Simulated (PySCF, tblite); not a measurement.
**C₆H₁₃ClOSi: geometry, infrared bands and NMR shifts**

Wanted: the infrared bands and NMR shifts of C₆H₁₃ClOSi (`CO[C@@H](C)[Si@@H](Cl)C1CC1`), by calculation.

Programs: tblite 0.8.0 and PySCF 2.14.0, with density-fitted response routines of our own. Each step states its level of theory. These are calculated values for one molecule in the gas phase, unless marked as measured. Atoms are numbered from 0 throughout.

**1. The molecule as given**

22 atoms, charge 0, multiplicity 1; geometry from: force field or distance geometry start.

Bonds of the start (Å): C0–O1 1.44, O1–C2 1.46, C2–C3 1.54, C2–Si4 1.94, Si4–Cl5 2.05, Si4–C6 1.89, C6–C7 1.51, C7–C8 1.51, C8–C6 1.50, C0–H9 1.09, C0–H10 1.09, C0–H11 1.09, C2–H12 1.09, C3–H13 1.10, C3–H14 1.09, C3–H15 1.08, Si4–H16 1.48, C6–H17 1.08, C7–H18 1.09, C7–H19 1.09, C8–H20 1.09, C8–H21 1.08.

**2. Optimising the geometry with GFN2-xTB**

Job settings and geometry (Å):

```
{"job": {"kind": "relax", "xc": "GFN2-xTB", "basis": "xTB"}, "charge": 0, "multiplicity": 1}
C      3.054300    -0.053700    -1.327300
O      1.638000     0.015000    -1.105500
C      1.293000    -0.223200     0.288400
C      1.273800     1.141000     0.998500
Si    -0.382300    -1.183200     0.497600
Cl    -0.630300    -1.645000     2.476700
C     -1.838700    -0.182800    -0.159900
C     -2.568700     0.772500     0.751500
C     -3.231700    -0.511900     0.303800
H      3.420600    -1.052900    -1.094500
H      3.224400     0.154300    -2.386200
H      3.570800     0.694300    -0.728400
H      2.033100    -0.866100     0.759900
H      1.028700     1.031100     2.065400
H      2.250200     1.627900     0.939800
H      0.552300     1.821400     0.558500
H     -0.297800    -2.480500    -0.219000
H     -1.712100     0.102400    -1.191800
H     -2.934600     1.701100     0.324000
H     -2.302200     0.857100     1.801200
H     -4.042800    -0.428200    -0.419900
H     -3.408400    -1.271500     1.054100
```

Started as:

```
> OMP_NUM_THREADS=1 python probes_run.py task.json out
```

One launch serves the whole session: the jobs run in the order shown.

**Question.** This job is followed by: GFN2-xTB harmonic vibrations, gas phase; GIAO PBE0/pcSseg-1 NMR shielding, non-relativistic, gas phase. Predict these results of the whole session: strongest single infrared mode (GFN2-xTB); zero-point energy (GFN2-xTB); 13C shifts against TMS (PBE0/pcSseg-1); 1H shifts against TMS (PBE0/pcSseg-1, means over atoms taken as alike); 17O shifts against H2O (PBE0/pcSseg-1); 29Si shifts against TMS (PBE0/pcSseg-1); 35Cl shifts against HCl (PBE0/pcSseg-1).

As calculated:

| quantity | value |
| --- | --- |
| strongest single infrared mode (GFN2-xTB) | 2250 cm⁻¹, 243 km/mol |
| zero-point energy (GFN2-xTB) | 111.1 kcal/mol |
| 13C shifts against TMS (PBE0/pcSseg-1) | 75.3, 59.9, 13.6, 2.4, 0.7, -5.5 ppm |
| 1H shifts against TMS (PBE0/pcSseg-1, means over atoms taken as alike) | 5.09, 3.56, 3.21, 1.39, 0.60, 0.59, 0.54, 0.25, -0.06 ppm |
| 17O shifts against H2O (PBE0/pcSseg-1) | 22.7 ppm |
| 29Si shifts against TMS (PBE0/pcSseg-1) | 1.9 ppm |
| 35Cl shifts against HCl (PBE0/pcSseg-1) | -64 ppm |

The optimisation took 100 steps and gained 0.190 eV; among the close pairs (by a distance rule), O1–C2 changed most, from 1.456 to 1.423 Å. No mode is imaginary among the 60: a minimum at this level. The strongest single mode, at 2250 cm⁻¹, moves mainly H16. GFN2-xTB is a fitted tight-binding method: band positions and strengths are rough. Its intensities can rank the bands wrongly. C2 (sp3 CH bonded to O and Si) lies farthest downfield among carbon, at 75.3 ppm; pulled downfield by the heteroatom. At PBE0/pcSseg-1: Shielding is most anisotropic at C0 (span 98 ppm, paramagnetic term -116 ppm).
